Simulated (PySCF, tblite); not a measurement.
# C4H12NSi2 radical: geometry, infrared bands and EPR parameters

Wanted: the infrared bands and EPR parameters of C4H12NSi2 radical (`[SiH3][SiH2]NC[C@@H]1[CH]C1`), by calculation.

Programs: tblite 0.8.0 and PySCF 2.14.0, with density-fitted response routines of our own. Each step states its level of theory. These are calculated values for one molecule in the gas phase, unless marked as measured. Atoms count from 0, in the outputs and in this text.

## 1. The molecule as given

19 atoms, charge 0, multiplicity 2; geometry from: force field or distance geometry start.

Bonds of the start (Å): Si0–Si1 2.22, Si1–N2 1.77, N2–C3 1.43, C3–C4 1.53, C4–C5 1.51, C5–C6 1.51, C6–C4 1.51, Si0–H7 1.49, Si0–H8 1.46, Si0–H9 1.49, Si1–H10 1.47, Si1–H11 1.49, N2–H12 1.05, C3–H13 1.13, C3–H14 1.10, C4–H15 1.09, C5–H16 1.12, C6–H17 1.12, C6–H18 1.10.

## 2. Geometry optimisation with GFN2-xTB

Job settings and geometry (Å):

```
{"job": {"kind": "relax", "xc": "GFN2-xTB", "basis": "xTB"}, "charge": 0, "multiplicity": 2}
Si    -2.297000     0.814500     0.458800
Si    -1.668300    -1.305700     0.252000
N     -0.106800    -1.531400    -0.548800
C      0.656800    -0.340900    -0.771300
C      1.008500     0.340700     0.552000
C      1.822700     1.589400     0.322200
C      2.462100     0.383200     0.966200
H     -1.959800     1.390700     1.791200
H     -1.778500     1.655400    -0.619500
H     -3.780100     0.827500     0.380100
H     -2.772100    -2.034500    -0.387500
H     -1.544700    -1.851900     1.628700
H     -0.268100    -2.046400    -1.451300
H      1.641200    -0.659800    -1.213500
H      0.202700     0.384000    -1.461400
H      0.291600     0.279400     1.375900
H      2.158400     1.771400    -0.726200
H      2.693600     0.521800     2.054500
H      3.228000    -0.178200     0.420800
```

On the command line:

```console
$ OMP_NUM_THREADS=1 python probes_run.py task.json out
```

The driver reads the jobs from task.json and runs them one after another.

**Question.** This job is followed by: GFN2-xTB harmonic vibrations, gas phase; UKS B3LYP, pcH-1 on C H N Si, non-relativistic, mean-field spin-orbit, GIAO. Predict these results of the whole session: strongest single infrared mode (GFN2-xTB); zero-point energy (GFN2-xTB); g(iso) (B3LYP); ⟨S²⟩; largest a(iso) (averaged by class); potential on the surface of density 0.002 e/bohr³, 1st and 99th percentile.

The runs gave:

| quantity | value |
| --- | --- |
| strongest single infrared mode (GFN2-xTB) | 2213 cm⁻¹, 600 km/mol |
| zero-point energy (GFN2-xTB) | 88.5 kcal/mol |
| g(iso) (B3LYP) | 2.00263 |
| ⟨S²⟩ | 0.753 (exact 0.75) |
| largest a(iso) (averaged by class) | 13C on C5, 287.2 MHz |
| potential on the surface of density 0.002 e/bohr³, 1st and 99th percentile | -0.90 V and 1.36 V |

Relaxing lowered the energy by 0.854 eV in 161 steps; the close pair that moved most is Si0–Si1, from 2.221 to 2.304 Å. All 51 modes are real, so the xTB geometry is a minimum. The strongest single mode, at 2213 cm⁻¹, moves mainly H7 and H10. Unscaled tight-binding wavenumbers are off by several per cent, some by more. Its intensities can rank the bands wrongly. Most of the unpaired spin sits on C5 (0.96 e). The isotropic g lies 0.3 ppt above the free-electron value. These values are for one conformer; the search (at its own cheap level) found 2 more, at 0.75, 1.16 kcal/mol, and measured spectra average over such forms.
